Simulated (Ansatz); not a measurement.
# Cl₂H₆OSi₂ (built from SMILES Cl[SiH2]Cl.O[SiH3]): a barrier at many levels of theory

Aim: the barrier and energy of one elementary step (Si1–O7 formed, H2–H6 formed, Si1–H2 broken, H6–O7 broken) from LDA up to coupled cluster, on fixed structures, to see where each rung fails.

The runs use Ansatz 0.2.0, Gaussian basis; single points in def2-TZVPP on PBE0-D4/def2-TZVP structures.

Levels: SPW92, PBE-D4, BLYP-D4, r2SCAN-D4, B97M-V, PBE0-D4, B3LYP-D4, r2SCAN0-D4, BHLYP-D4, CAM-B3LYP-D4, wB97X-V, wB97M-V, B2PLYP, PBE-QIDH, RPA on PBE, Hartree-Fock, MP2, CCSD, CCSD(T). The reference is CCSD(T) at the basis limit, from triple and quadruple zeta. Zero-point energies come from PBE0-D4 vibrations.

Correlated methods freeze the cores. B3LYP uses VWN-RPA correlation. B2PLYP carries no dispersion term here.

22 further runs of the same task are left out: 22 set aside as unsound or not needed.

**1. Start, saddle and end, as given**

Charge 0, multiplicity 1. The folders r, ts and p hold the start, the saddle and the end; their coordinates stand in the first inputs.

```csv
pair,r (Å),ts (Å),p (Å)
Si1–O7,2.981,1.823,1.606
H2–H6,2.904,1.117,0.747
Si1–H2,1.472,1.664,3.692
H6–O7,0.958,1.136,3.902
```

**2. wB97M-V/def2-TZVPP**

The input, r/in.yaml:

```yaml
crystal:
  periodic: [false, false, false]
  atoms:
    - {symbol: Si, position_ang: [-0.514414, -1.835113, -0.695935]}
    - {symbol: H, position_ang: [0.828543, -2.245540, -0.253410]}
    - {symbol: Cl, position_ang: [-0.347238, -0.460194, -2.204462]}
    - {symbol: Cl, position_ang: [-1.429446, -3.507164, -1.454363]}
    - {symbol: H, position_ang: [-1.387464, -1.300668, 0.360756]}
    - {symbol: H, position_ang: [1.767091, 0.237633, 0.922814]}
    - {symbol: O, position_ang: [0.815304, 0.331282, 0.861434]}
    - {symbol: Si, position_ang: [0.213231, 1.861451, 0.656696]}
    - {symbol: H, position_ang: [0.781889, 2.513818, -0.551233]}
    - {symbol: H, position_ang: [-1.250305, 1.695474, 0.518163]}
    - {symbol: H, position_ang: [0.522810, 2.709120, 1.839640]}
basis:
  gaussian: {orbitals: def2-TZVPP}
hamiltonian: {xc: {name: wB97M-V}}
```

The input, ts/in.yaml:

```yaml
crystal:
  periodic: [false, false, false]
  atoms:
    - {symbol: Si, position_ang: [-0.341352, -1.226221, -0.663372]}
    - {symbol: H, position_ang: [1.250539, -1.600603, -0.356564]}
    - {symbol: Cl, position_ang: [0.045946, -1.395288, -2.686515]}
    - {symbol: Cl, position_ang: [-0.896683, -2.938909, 0.351618]}
    - {symbol: H, position_ang: [-1.661195, -0.558563, -0.731296]}
    - {symbol: H, position_ang: [1.212530, -0.593664, 0.124591]}
    - {symbol: O, position_ang: [0.383375, 0.170923, 0.256542]}
    - {symbol: Si, position_ang: [0.065713, 1.727382, 0.815763]}
    - {symbol: H, position_ang: [0.978786, 2.658998, 0.117535]}
    - {symbol: H, position_ang: [-1.350119, 2.010009, 0.497511]}
    - {symbol: H, position_ang: [0.312461, 1.746037, 2.274286]}
basis:
  gaussian: {orbitals: def2-TZVPP}
hamiltonian: {xc: {name: wB97M-V}}
```

The input, p/in.yaml:

```yaml
crystal:
  periodic: [false, false, false]
  atoms:
    - {symbol: Si, position_ang: [-1.273668, -0.899944, -0.783508]}
    - {symbol: H, position_ang: [2.356119, -1.121172, -0.143454]}
    - {symbol: Cl, position_ang: [0.002940, -1.141184, -2.356858]}
    - {symbol: Cl, position_ang: [-0.970934, -2.425540, 0.533465]}
    - {symbol: H, position_ang: [-2.655516, -0.955202, -1.276384]}
    - {symbol: H, position_ang: [2.542864, -0.981878, 0.565870]}
    - {symbol: O, position_ang: [-1.005949, 0.512226, -0.067407]}
    - {symbol: Si, position_ang: [0.032406, 1.526986, 0.711996]}
    - {symbol: H, position_ang: [1.153502, 1.879376, -0.191734]}
    - {symbol: H, position_ang: [-0.734322, 2.741063, 1.075258]}
    - {symbol: H, position_ang: [0.552556, 0.865371, 1.932856]}
basis:
  gaussian: {orbitals: def2-TZVPP}
hamiltonian: {xc: {name: wB97M-V}}
```

No record of the launch command was kept for these runs.

Output in r, shortened:

```text
Functional definition: wB97M-V
  name "wB97M-V"
  cite "Mardirossian & Head-Gordon, J. Chem. Phys. 144, 214110 (2016) doi:10.1063/1.4952647"
  cite "Becke, J. Chem. Phys. 107, 8554 (1997) doi:10.1063/1.475007"
  cite "Vydrov & Van Voorhis, J. Chem. Phys. 133, 244103 (2010) doi:10.1063/1.3521275"
  # Of w^i u^j: cxij and so on, Table III.
[...]
  gx(w, u) = 1 - cx + cx01*u + cx10*w
  gss(w, u) = css00 + css04*u^4 + css10*w + css20*w^2 + css43*w^4*u^3
  gos(w, u) = cos00 + cos10*w + (cos20 + cos21*u)*w^2 + (cos60 + cos61*u)*w^6
[...]
      + integral(e_c_pw_mod_opposite_spin*gos(b97_w_opposite, b97_u_opposite)) + vv10(b, c)
1707 factors; their error is unknown
339 factors; integrals over basis functions are off by at most 2.4e-5 eV
[...]
mean field -42948.03069980 eV, -1578.3110169968 hartree, gradient 3.3e-5 eV, S^2 0.000000; 0 other end points of the search recorded, 0 dependent functions left out
reference -42948.03075790 eV, -1578.3110191319 hartree; 38, 38 occupied and 245, 245 virtual orbitals, 1707 factors
Total energy: -42948.03075790 eV, -1578.3110191319 hartree
```

ts printed, shortened:

```text
[... 5 set-up lines as earlier in the session ...]
  # Of w^i u^j: cxij and so on, Table III.
[...]
  gx(w, u) = 1 - cx + cx01*u + cx10*w
  gss(w, u) = css00 + css04*u^4 + css10*w + css20*w^2 + css43*w^4*u^3
  gos(w, u) = cos00 + cos10*w + (cos20 + cos21*u)*w^2 + (cos60 + cos61*u)*w^6
[...]
      + integral(e_c_pw_mod_opposite_spin*gos(b97_w_opposite, b97_u_opposite)) + vv10(b, c)
1707 factors; their error is unknown
338 factors; integrals over basis functions are off by at most 2.0e-5 eV
[...]
mean field -42946.48423815 eV, -1578.2541855794 hartree, gradient 3.0e-5 eV, S^2 0.000000; 0 other end points of the search recorded, 0 dependent functions left out
reference -42946.48429343 eV, -1578.2541876109 hartree; 38, 38 occupied and 245, 245 virtual orbitals, 1707 factors
Total energy: -42946.48429343 eV, -1578.2541876109 hartree
```

Output in p, shortened:

```text
[... 5 set-up lines as earlier in the session ...]
  # Of w^i u^j: cxij and so on, Table III.
[...]
  gx(w, u) = 1 - cx + cx01*u + cx10*w
  gss(w, u) = css00 + css04*u^4 + css10*w + css20*w^2 + css43*w^4*u^3
  gos(w, u) = cos00 + cos10*w + (cos20 + cos21*u)*w^2 + (cos60 + cos61*u)*w^6
[...]
      + integral(e_c_pw_mod_opposite_spin*gos(b97_w_opposite, b97_u_opposite)) + vv10(b, c)
1707 factors; their error is unknown
339 factors; integrals over basis functions are off by at most 1.9e-5 eV
[...]
mean field -42949.02215239 eV, -1578.3474522077 hartree, gradient 3.0e-5 eV, S^2 0.000000; 0 other end points of the search recorded, 0 dependent functions left out
reference -42949.02221096 eV, -1578.3474543598 hartree; 38, 38 occupied and 245, 245 virtual orbitals, 1707 factors
Total energy: -42949.02221096 eV, -1578.3474543598 hartree
```

Times: 11 s (r), 11 s (ts), 9.5 s (p) on 8 threads, shared host; peak memory 0.98 GiB.

This gives 35.7 kcal/mol for the barrier and -22.9 kcal/mol for the step.

**3. CCSD(T)/def2-TZVPP**

Each input of step 2 (r, ts, p) changes in the same lines:

```diff
-hamiltonian: {xc: {name: wB97M-V}}
+correlation: {method: ccsd_t}
```

Output in r, shortened:

```text
Functional definition: HF
  name "HF"
  cite "Fock, Z. Phys. 61, 126 (1930) doi:10.1007/BF01340294"
  parent pbe
[...]
1643 factors; integrals over basis functions are off by at most 9.0e-4 eV
[...]
mean field -42870.14936251 eV, -1575.4489306413 hartree, gradient 4.4e-6 eV, S^2 0.000000; 0 other end points of the search recorded, 0 dependent functions left out
21 core orbitals not correlated: weight in the atoms' cores, before any rotation towards them, 1.000 or more for the frozen orbitals, at most 0.000 for the correlated occupied ones
reference -42870.14936251 eV, -1575.4489306413 hartree; 17, 17 occupied and 245, 245 virtual orbitals, 1643 factors
second order -23.99862900 eV of doubles, -0.00000000 eV of singles
cycle   1  -25.17129520 eV  change    -1.2e0 eV  update   1.0e-1
[...]
cycle   8  -25.88066442 eV  change   -1.1e-6 eV  update   3.3e-5
perturbative correction -0.95054092 eV, -0.0349317343 hartree
Total energy: -42896.98056785 eV, -1576.4349592508 hartree
```

Log of ts, shortened:

```text
[... 4 set-up lines as earlier in the session ...]
[...]
1643 factors; integrals over basis functions are off by at most 1.1e-3 eV
[...]
mean field -42867.92467858 eV, -1575.3671750149 hartree, gradient 5.6e-6 eV, S^2 0.000000; 0 other end points of the search recorded, 0 dependent functions left out
21 core orbitals not correlated: weight in the atoms' cores, before any rotation towards them, 1.000 or more for the frozen orbitals, at most 0.000 for the correlated occupied ones
reference -42867.92467858 eV, -1575.3671750149 hartree; 17, 17 occupied and 245, 245 virtual orbitals, 1643 factors
second order -24.69997096 eV of doubles, -0.00000000 eV of singles
cycle   1  -25.64880116 eV  change   -9.5e-1 eV  update   1.1e-1
[...]
cycle   8  -26.39799850 eV  change   -1.0e-5 eV  update   3.7e-5
perturbative correction -1.05257712 eV, -0.0386814957 hartree
Total energy: -42895.37525420 eV, -1576.3759650622 hartree
```

Output in p, shortened:

```text
[... 4 set-up lines as earlier in the session ...]
[...]
1638 factors; integrals over basis functions are off by at most 7.5e-4 eV
[...]
mean field -42871.18897260 eV, -1575.4871356076 hartree, gradient 4.7e-6 eV, S^2 0.000000; 0 other end points of the search recorded, 0 dependent functions left out
21 core orbitals not correlated: weight in the atoms' cores, before any rotation towards them, 1.000 or more for the frozen orbitals, at most 0.000 for the correlated occupied ones
reference -42871.18897260 eV, -1575.4871356076 hartree; 17, 17 occupied and 245, 245 virtual orbitals, 1638 factors
second order -24.02710000 eV of doubles, -0.00000000 eV of singles
cycle   1  -25.10046677 eV  change    -1.1e0 eV  update   1.0e-1
[...]
cycle   8  -25.83731829 eV  change   -3.7e-6 eV  update   2.8e-5
perturbative correction -0.96007325 eV, -0.0352820412 hartree
Total energy: -42897.98636414 eV, -1576.4719215827 hartree
```

They took 2.7 min (r), 2.4 min (ts), 2.5 min (p) on 8 threads, shared host; peak memory 7.5 GiB.

At this level: barrier 37.0 kcal/mol, step energy -23.2 kcal/mol.

**4. MP2/def2-QZVPP**

Each input of step 3 (r, ts, p) changes in the same lines:

```diff
-  gaussian: {orbitals: def2-TZVPP}
-correlation: {method: ccsd_t}
+  gaussian: {orbitals: "def2-QZVPP.json"}
+correlation: {method: mp2}
```

The basis file named in the input lies beside it (Basis Set Exchange, JSON).

r printed:

```text
[... 4 set-up lines as earlier in the session ...]
  exchange = exact_x
  correlation = 0
3044 factors; integrals over basis functions are off by at most 1.0e-3 eV
mean field evaluation 1: about -42867.9201 eV, gradient 3.8e1 eV
mean field evaluation 2: about -42868.1122 eV, gradient 3.8e1 eV
mean field evaluation 4: about -42871.3975 eV, gradient 3.5e0 eV
mean field evaluation 8: about -42871.4503 eV, gradient 2.7e-1 eV
mean field -42871.45064883 eV, -1575.4967520316 hartree, gradient 3.1e-6 eV, S^2 0.000000; 0 other end points of the search recorded, 0 dependent functions left out
21 core orbitals not correlated: weight in the atoms' cores, before any rotation towards them, 1.000 or more for the frozen orbitals, at most 0.000 for the correlated occupied ones
reference -42871.45064883 eV, -1575.4967520316 hartree; 17, 17 occupied and 479, 479 virtual orbitals, 3044 factors
second order -26.17291700 eV of doubles, -0.00000000 eV of singles
Total energy: -42897.62356583 eV, -1576.4585889906 hartree
```

Output in ts:

```text
[... 6 set-up lines as earlier in the session ...]
3050 factors; integrals over basis functions are off by at most 9.5e-4 eV
mean field evaluation 1: about -42865.8551 eV, gradient 3.6e1 eV
mean field evaluation 2: about -42866.0534 eV, gradient 3.7e1 eV
mean field evaluation 4: about -42869.1722 eV, gradient 4.0e0 eV
mean field evaluation 8: about -42869.2393 eV, gradient 3.1e-1 eV
mean field -42869.23983573 eV, -1575.4155061488 hartree, gradient 2.7e-6 eV, S^2 0.000000; 0 other end points of the search recorded, 0 dependent functions left out
21 core orbitals not correlated: weight in the atoms' cores, before any rotation towards them, 1.000 or more for the frozen orbitals, at most 0.000 for the correlated occupied ones
reference -42869.23983573 eV, -1575.4155061488 hartree; 17, 17 occupied and 479, 479 virtual orbitals, 3050 factors
second order -26.87719987 eV of doubles, -0.00000000 eV of singles
Total energy: -42896.11703560 eV, -1576.4032250258 hartree
```

Log of p:

```text
[... 6 set-up lines as earlier in the session ...]
3034 factors; integrals over basis functions are off by at most 1.1e-3 eV
mean field evaluation 1: about -42868.8952 eV, gradient 4.0e1 eV
mean field evaluation 2: about -42869.0923 eV, gradient 4.0e1 eV
mean field evaluation 4: about -42872.4646 eV, gradient 3.6e0 eV
mean field evaluation 8: about -42872.5202 eV, gradient 2.6e-1 eV
mean field -42872.52050578 eV, -1575.5360685493 hartree, gradient 3.2e-6 eV, S^2 0.000000; 0 other end points of the search recorded, 0 dependent functions left out
21 core orbitals not correlated: weight in the atoms' cores, before any rotation towards them, 1.000 or more for the frozen orbitals, at most 0.000 for the correlated occupied ones
reference -42872.52050578 eV, -1575.5360685493 hartree; 17, 17 occupied and 479, 479 virtual orbitals, 3034 factors
second order -26.19644858 eV of doubles, -0.00000000 eV of singles
Total energy: -42898.71695436 eV, -1576.4987702780 hartree
```

Wall times: 27 s (r), 28 s (ts), 26 s (p) on 8 threads, shared host; peak memory 3.4 GiB.

This gives 34.7 kcal/mol for the barrier and -25.2 kcal/mol for the step.

[end of part 1 of 2]
